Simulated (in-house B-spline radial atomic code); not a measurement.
**Pt²⁺: a fraction of an electron removed from 5d**

The exact energy is linear between whole electron numbers. How far does RPBE stray from that for Pt²⁺, with charge removed from 5d step by step?

Method: non-relativistic RPBE, spin-polarised, spherical fractional occupations, point nucleus, basis-set limit. Code: in-house B-spline radial atomic code version 1.

## (1) Starting point

- element: platinum (Z = 78)
- charge: +2
- electrons: 76
- configuration: [Xe] 4f14 5d8
- Hamiltonian: non-relativistic
- nucleus: point

Outer shells as boxes (Hund's rule):

[Xe] 4f14 5d8
```
[Xe] core
4f [↑↓][↑↓][↑↓][↑↓][↑↓][↑↓][↑↓]
5d [↑↓][↑↓][↑↓][↑ ][↑ ]
```

Where spins are not typed, each open shell is filled with up spins first.

## (2) The start, at fraction 0

Settings, as recorded:

```ini
Z = 78
electrons = 76.0
configuration = [Xe] 4f14 5d8
hamiltonian = nr
method = rpbe,pbe
spin_polarised = True
```

## (3) 0.02 electron removed from 5d

Settings, as recorded:

```ini
Z = 78
electrons = 75.98
configuration = [Xe] 4f14 5d7.98
hamiltonian = nr
method = rpbe,pbe
spin_polarised = True
```

## (4) 0.2 electron removed from 5d

Settings, as recorded:

```ini
Z = 78
electrons = 75.8
configuration = [Xe] 4f14 5d7.8
hamiltonian = nr
method = rpbe,pbe
spin_polarised = True
```

## (5) 0.32 electron removed from 5d

Settings, as recorded:

```ini
Z = 78
electrons = 75.68
configuration = [Xe] 4f14 5d7.68
hamiltonian = nr
method = rpbe,pbe
spin_polarised = True
```

## (6) 0.4 electron removed from 5d

Settings, as recorded:

```ini
Z = 78
electrons = 75.6
configuration = [Xe] 4f14 5d7.6
hamiltonian = nr
method = rpbe,pbe
spin_polarised = True
```

## (7) 0.5 electron removed from 5d

Settings, as recorded:

```ini
Z = 78
electrons = 75.5
configuration = [Xe] 4f14 5d7.5
hamiltonian = nr
method = rpbe,pbe
spin_polarised = True
```

## (8) 0.54 electron removed from 5d

Settings, as recorded:

```ini
Z = 78
electrons = 75.46
configuration = [Xe] 4f14 5d7.46
hamiltonian = nr
method = rpbe,pbe
spin_polarised = True
```

## (9) 0.74 electron removed from 5d

Settings, as recorded:

```ini
Z = 78
electrons = 75.26
configuration = [Xe] 4f14 5d7.26
hamiltonian = nr
method = rpbe,pbe
spin_polarised = True
```

## (10) 0.76 electron removed from 5d

Settings, as recorded:

```ini
Z = 78
electrons = 75.24
configuration = [Xe] 4f14 5d7.24
hamiltonian = nr
method = rpbe,pbe
spin_polarised = True
```

## (11) 0.9 electron removed from 5d

Settings, as recorded:

```ini
Z = 78
electrons = 75.1
configuration = [Xe] 4f14 5d7.1
hamiltonian = nr
method = rpbe,pbe
spin_polarised = True
```

## (12) 1 electron removed from 5d

Settings, as recorded:

```ini
Z = 78
electrons = 75.0
configuration = [Xe] 4f14 5d7
hamiltonian = nr
method = rpbe,pbe
spin_polarised = True
```

**Question.** How does the energy change with the fraction, and which way and how far does it bend from the straight line between the ends?

As calculated:

| fraction | energy change (eV) | less the straight line (eV) | level 5d down (eV) | sum of <r²> (bohr²) |
| --- | --- | --- | --- | --- |
| 0 | 0.0000 | 0.0000 | -25.808 | 42.778 |
| 0.02 | 0.5186 | -0.1221 | -26.050 | 42.671 |
| 0.2 | 5.4048 | -1.0017 | -28.248 | 41.734 |
| 0.32 | 8.8834 | -1.3669 | -29.733 | 41.132 |
| 0.4 | 11.3020 | -1.5109 | -30.731 | 40.740 |
| 0.5 | 14.4379 | -1.5782 | -31.989 | 40.260 |
| 0.54 | 15.7276 | -1.5698 | -32.495 | 40.071 |
| 0.74 | 22.4815 | -1.2224 | -35.050 | 39.150 |
| 0.76 | 23.1850 | -1.1595 | -35.307 | 39.061 |
| 0.9 | 28.2549 | -0.5742 | -37.122 | 38.441 |
| 1 | 32.0323 | 0.0000 | -38.429 | 38.010 |

What this shows: From fraction 0 to 1 the energy changes by 32.032 eV. It sags under the straight line by up to 1.58 eV (at 0.5); exact theory is straight between whole electron numbers, so this convex bend is an error (delocalisation) that favours fractional charges. Slater's transition state, the slope from the orbital energy at fraction 0.5 (Janak's theorem), gives 31.989 eV for the whole step. The tabulated ionisation energy is 29 ± 1.6 eV (tabulated theoretical; NIST Atomic Spectra Database), so the whole step is off by +3.03 eV, and minus the highest level at fraction 0 (25.808 eV) by -3.19 eV. These runs leave out relativity, which matters at this nuclear charge. Open shells are averaged (over orientations, and over spins where the run is restricted), while tables refer to the lowest levels.
